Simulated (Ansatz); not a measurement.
**ClGeH3O2S: small, medium and large basis sets**

An exercise on one series of results from a longer session: the logs are not shown, and one member is left open.

The runs use Ansatz 0.2.0, Gaussian basis; one geometry, several basis sets.

Plan: PBE0-D4/def2-SVP; ωB97M-V/def2-SVP; PBE0-D4/def2-QZVPP; ωB97M-V/def2-QZVPP; the functionals' def2-TZVPP values are taken from earlier runs.

## Structure used throughout

An earlier PBE0-D4 in a triple-zeta def2 set relaxation fixed the geometry.

8 atoms, charge 0, spin multiplicity 1.

Atoms are counted from 1 here; the program's logs count them from 0.

Bond lengths: O1–Ge2 1.749 Å, O1–H6 0.961 Å, Ge2–O3 1.749 Å, Ge2–S4 2.208 Å, Ge2–Cl5 2.150 Å, O3–H7 0.961 Å, S4–H8 1.343 Å. Angles: Ge2–O1–H6 112.5°, O1–Ge2–O3 101.9°, O1–Ge2–S4 113.2°, O1–Ge2–Cl5 110.6°, O3–Ge2–S4 113.2°, O3–Ge2–Cl5 110.6°, S4–Ge2–Cl5 107.3°, Ge2–O3–H7 112.5°, Ge2–S4–H8 92.2°.

The first run:

Input file in.yaml:

```yaml
crystal:
  periodic: [false, false, false]
  atoms:
    - {symbol: O, position_ang: [-0.487712, 1.433542, 1.092645]}
    - {symbol: Ge, position_ang: [0.135600, 0.186201, 0.037617]}
    - {symbol: O, position_ang: [1.811652, 0.103895, 0.529002]}
    - {symbol: S, position_ang: [-0.928121, -1.738360, 0.242572]}
    - {symbol: Cl, position_ang: [-0.019869, 0.787545, -2.020825]}
    - {symbol: H, position_ang: [-1.441654, 1.527827, 1.026684]}
    - {symbol: H, position_ang: [2.288306, -0.607665, 0.093422]}
    - {symbol: H, position_ang: [-1.266203, -1.749983, -1.057017]}
basis:
  gaussian: {orbitals: def2-SVP}
hamiltonian: {xc: pbe0, dispersion: d4}
output: {orbitals: {seedname: orbitals}}
```

Among the steps run: PBE0-D4 in def2-SVP; ωB97M-V in def2-SVP; PBE0-D4 in def2-QZVPP; ωB97M-V in def2-QZVPP.

One table of the session follows, with a row left open; its other results are not shown here.

It belongs to the step «Density functionals: the series». 

| functional | basis | HOMO (eV) |
| --- | --- | --- |
| PBE0-D4 | def2-SVP | -8.00 |
| PBE0-D4 | def2-TZVPP | ? |
| PBE0-D4 | def2-QZVPP | -8.18 |
| ωB97M-V | def2-SVP | -10.19 |
| ωB97M-V | def2-TZVPP | -10.37 |
| ωB97M-V | def2-QZVPP | -10.42 |

Q: Estimate the row for PBE0-D4, def2-TZVPP from the others.

**Answer.** HOMO (eV): -8.14. In the column «HOMO (eV)» it lies between PBE0-D4, def2-QZVPP (-8.18) and PBE0-D4, def2-SVP (-8.00).
